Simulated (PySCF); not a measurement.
# How the numerical set-up moves the result for GaC (quartet)

The method stays; parts of the set-up, such as the basis or the Hamiltonian, are changed.

Computed with PySCF 2.14.0. Level: method and basis as typed in the scripts.

## (1) Where the work starts

GaC (quartet): 2 atoms, charge 0, spin multiplicity 4.

Bond lengths: Ga1–C2 1.724 Å.

## (2) The base run

File input.py:

```python
from pyscf import gto, scf

mol = gto.M(
    atom='Ga 0 0 0; C 0 0 1.724',
    basis='jorge-dzp-dkh',
    charge=0,
    spin=3,
    verbose=4,
)
mf = scf.UHF(mol)
mf = mf.sfx2c1e()
mf.kernel()
mf.analyze()
print('orbital energies (hartree):', [e[max(0, n-3):n+3].round(4) for e, n in zip(mf.mo_energy, mol.nelec)])
```

Started as:

```sh
python input.py
```

The log of this run is left out.

In short: E(SCF) = -1979.826379 Eh, 14 cycles, ⟨S²⟩ = 3.757, μ = 0.19 D.

The bond length is a typed value, not an optimised one. The quartet is typed in the script; nothing here shows that it is the ground state.

## (3) 3-21g (X2C off)

Run 1 changes basis set: jorge-dzp-dkh → 3-21g; spin-free X2C: on → off.

File input.py:

```python
from pyscf import gto, scf

mol = gto.M(
    atom='Ga 0 0 0; C 0 0 1.724',
    basis='3-21g',
    charge=0,
    spin=3,
    verbose=4,
)
mf = scf.UHF(mol)
mf.kernel()
mf.analyze()
print('orbital energies (hartree):', [e[max(0, n-3):n+3].round(4) for e, n in zip(mf.mo_energy, mol.nelec)])
```

Started as:

```sh
python input.py
```

## (4) Density fitting weigend

Run 2 changes density fitting: none → weigend.

input.py, as its differences from that of step 2:

```diff
@@ -11,2 +11,3 @@
 mf = mf.sfx2c1e()
+mf = mf.density_fit(auxbasis='weigend')
 mf.kernel()
```

## (5) Ano-rcc-vdzp

Run 3 changes basis set: jorge-dzp-dkh → ano-rcc-vdzp.

input.py, as its differences from that of step 2:

```diff
@@ -4,3 +4,3 @@
     atom='Ga 0 0 0; C 0 0 1.724',
-    basis='jorge-dzp-dkh',
+    basis='ano-rcc-vdzp',
     charge=0,
```

## (6) Sbkjc (core potential on, X2C off)

Run 4 changes basis set: jorge-dzp-dkh → sbkjc; core potential: off → on; spin-free X2C: on → off. The core potential changes with it: totals don't compare.

File input.py:

```python
from pyscf import gto, scf

mol = gto.M(
    atom='Ga 0 0 0; C 0 0 1.724',
    basis='sbkjc',
    ecp={'Ga': 'sbkjc', 'C': 'sbkjc'},
    charge=0,
    spin=3,
    verbose=4,
)
mf = scf.UHF(mol)
mf.kernel()
mf.mulliken_pop()
mf.dip_moment()
print('orbital energies (hartree):', [e[max(0, n-3):n+3].round(4) for e, n in zip(mf.mo_energy, mol.nelec)])
```

**Question.** What will these runs give? Wanted: for each run, E(SCF); from base; gap, α spin; SCF dipole.

The runs gave:

```
                               run  E(SCF) (hartree)  from base (eV)  cycles  gap, α spin (eV)  SCF dipole (D)  functions
                              base      -1979.826379               0      14             10.65            0.19         58
                   3-21g (X2C off)      -1951.334878  not comparable      12              9.87            0.42         31
           density fitting weigend      -1961.871199       +488.5853      14             10.76            0.23         58
                      ano-rcc-vdzp      -1979.939069         -3.0665      14             10.68            0.15         41
sbkjc (core potential on, X2C off)       -262.484268  not comparable      16             10.53            0.15         39
```

What this shows: Of the runs whose energies can be compared, “density fitting weigend” moves the SCF energy most (+488.585 eV). ano-rcc-vdzp (41 functions) gives an energy 3.07 eV lower than jorge-dzp-dkh (58); size alone doesn't order basis sets of different families.
